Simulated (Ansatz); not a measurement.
# Cu: the cost of one run

Method: DFT PBEsol, scalar-relativistic, plane waves, PAW, in Ansatz 0.2.0.

**1. Starting point**

The structure is cubic, space group Fm-3m (No. 225). Conventional cell: a = 3.615 Å, b = 3.615 Å, c = 3.615 Å, α = 90.00°, β = 90.00°, γ = 90.00°. Cu (site symmetry m-3m) has 12 Cu at 2.56 Å in its first shell of neighbours.

Coordinates:

```cif
data_structure
_symmetry_space_group_name_H-M 'P 1'
_symmetry_Int_Tables_number 1
_cell_length_a 2.5562
_cell_length_b 2.5562
_cell_length_c 3.6150
_cell_angle_alpha 90.000
_cell_angle_beta 90.000
_cell_angle_gamma 90.000
_cell_volume 23.62
loop_
_atom_site_label
_atom_site_type_symbol
_atom_site_fract_x
_atom_site_fract_y
_atom_site_fract_z
_atom_site_occupancy
Cu1 Cu 0.50000 0.50000 0.50000 1
Cu2 Cu 0.00000 0.00000 0.00000 1
```

No relaxation comes first: the listed cell is the starting point.

**2. Zero of the scan**

Contents of input.yaml:

```yaml
crystal:
  lattice:
    - [0.0, -1.8075, -1.8075]
    - [0.0, 1.8075, -1.8075]
    - [3.615, 0.0, 0.0]
  atoms:
    - { symbol: Cu, position: [0.5, 0.5, 0.5] }
    - { symbol: Cu, position: [0.0, 0.0, 0.0] }
basis:
  ecutwfc: 420
kpoints:
  mp_grid: { grid: [18, 18, 14] }
hamiltonian:
  xc: pbesol
scf:
  occupations: { method: gaussian, width: 0.15 }
output:
  forces: true
  stress: true
  eigenvalues: true
```

The run is started by

```sh
$ ansatz run input.yaml --threads 2 --pin off --max-ram 5120MiB --backend cpu --events-out ev --progress --plain --runs-dir out
```

**Question.** How long does this run take on 2 threads of AMD EPYC 9R45 (Zen 5), shared host, and how much memory does it need?

About 2.1 s, with a peak of 0.52 GiB.
